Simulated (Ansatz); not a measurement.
Hf2Pd2Se2Br2O3:

```
CELL_PARAMETERS angstrom
5.76069 0.00496 -0.00286
-0.52750 5.84664 0.03413
-1.48435 -0.92642 6.64586
ATOMIC_POSITIONS crystal
Hf 0.74540 0.39602 0.34989
Hf 0.28763 0.45322 0.59401
Pd 0.90854 0.13294 0.84849
Pd 0.25249 0.90323 0.35874
Se 0.63469 0.40355 0.93716
Se 0.62597 0.78174 0.53023
Br 0.85273 0.99089 0.15355
Br 0.22526 0.82084 0.86223
O 0.96040 0.28925 0.59026
O 0.43233 0.24524 0.40864
O 0.07457 0.58308 0.36682
```

The cell was built by a generator and needn't be a form met in nature.

| Property | Result |
| --- | --- |
| Program | Ansatz 0.2.0 |
| Task | relaxation of cell and atoms |
| Functional | r2SCAN |
| Potentials or basis | Ansatz PAW |
| Cutoff | 500 eV (not typed: the program's choice for these potentials) |
| k mesh | 4 × 4 × 3 |
| Occupations | fermi-dirac, width 0.05 eV |
| Spin | no spin polarisation |

At the start: volume 20.36 Å³/atom.

Question: How do energy, volume and symmetry change on relaxing?

Answer: It ends after 7 steps and the volume is 19.90 Å³/atom (-2.3 %); space group P1 (No. 1, to 0.05 Å).

Step by step:
```
step  energy change (eV)  largest force (eV/Å)  volume (Å³)
   1              0.0000                0.2418       224.01
   2             -0.0089                0.3974       215.48
   3             -0.0415                0.0638       219.00
   4             -0.0422                0.0400       218.91
   5             -0.0425                0.0131       218.80
   6             -0.0425                0.0067       218.86
   7             -0.0404                0.0068       218.86
```

Final structure:
```
Hf Pd Se Br O
1.0
     5.70042   -0.01401   -0.00532
    -0.54123    5.82495    0.02508
    -1.46863   -0.92804    6.59013
Hf Pd Se Br O
2 2 2 2 3
Direct
  0.74496 0.39413 0.34857
  0.28899 0.45353 0.59578
  0.90966 0.13634 0.85037
  0.25188 0.90203 0.35893
  0.63517 0.40504 0.93695
  0.62660 0.78047 0.52627
  0.85137 0.99089 0.15397
  0.22386 0.82300 0.86159
  0.96016 0.28964 0.59113
  0.43115 0.24359 0.40985
  0.07621 0.58133 0.36660
```

Caveat: the plane-wave basis is chosen anew once the cell has moved, so the energies of steps on either side of that aren't comparable; the PAW data sets come from PBE, with cores solved anew for the run's functional, which leaves a small shift of forces and pressure.
